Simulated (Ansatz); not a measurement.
NiMoIrPdW:

```
CELL_PARAMETERS angstrom
4.14670 0.00000 0.00000
-2.07335 3.59115 0.00000
0.00000 0.00000 5.41629
ATOMIC_POSITIONS crystal
Ni 0.00000 0.00000 0.02221
Mo 0.66667 0.33333 0.45996
Pd 0.33333 0.66667 0.74601
Ir 0.33333 0.66667 0.25641
W 0.66667 0.33333 0.99985
```

The cell was built by a generator and needn't be a form met in nature.

Base run:

* Program: Ansatz 0.2.0
* Functional: PBE
* Potentials or basis: Ansatz PAW
* Cutoff: 420 eV (not typed: the program's choice for these potentials)
* k mesh: 7 × 7 × 5
* Occupations: fermi-dirac, width 0.05 eV
* Spin: collinear spin, ferromagnetic start
* Starting moments: [1.0, 1.0, 0.0, 0.6, 0.0] μB
* Hubbard terms: Ir d U = 6 eV, Mo d U = 6 eV, Ni d U = 6 eV, Pd d U = 6 eV, W d U = 6 eV

Its results: band gap on the k mesh none (metal or under the smearing width); pressure 31.3 GPa; net moment 2.05 μB per cell; largest force 3.663 eV/Å.

Q: After a change of settings the same cell gave: band gap on the k mesh none (metal or under the smearing width); pressure 0.0 GPa; net moment 0.00 μB per cell; largest force 0.158 eV/Å. Which change was it?
A. functional from PBE to r2SCAN; cutoff from 420 eV (not typed: the program's choice for these potentials) to 500 eV (not typed: the program's choice for these potentials); hubbard terms from Ir d U = 6 eV, Mo d U = 6 eV, Ni d U = 6 eV, Pd d U = 6 eV, W d U = 6 eV to none; hubbard projectors from ortho-atomic (the default) to none
B. hubbard terms from Ir d U = 6 eV, Mo d U = 6 eV, Ni d U = 6 eV, Pd d U = 6 eV, W d U = 6 eV to Ir d U = 4 eV, Mo d U = 4 eV, Ni d U = 4 eV, Pd d U = 4 eV, W d U = 4 eV
C. functional from PBE to RPBE; hubbard terms from Ir d U = 6 eV, Mo d U = 6 eV, Ni d U = 6 eV, Pd d U = 6 eV, W d U = 6 eV to none; hubbard projectors from ortho-atomic (the default) to none
D. hubbard terms from Ir d U = 6 eV, Mo d U = 6 eV, Ni d U = 6 eV, Pd d U = 6 eV, W d U = 6 eV to none; hubbard projectors from ortho-atomic (the default) to none

A: D.

Caveats: the magnetic or orbital state may not be the lowest (some runs); a pressure of tens of GPa on the cell as given is suspect, and the run, the potentials or the cell itself is likely at fault (some runs); the U is typed as a test and isn't derived for this compound (some runs); forces of over 1 eV/Å show positions far from the minimum, so gaps and moduli don't describe the material at rest (some runs); spin-orbit coupling is left out, which moves the levels of the heavy elements (some runs); the starting moments weren't kept (some runs).

The runs don't all hold the same shells in valence.
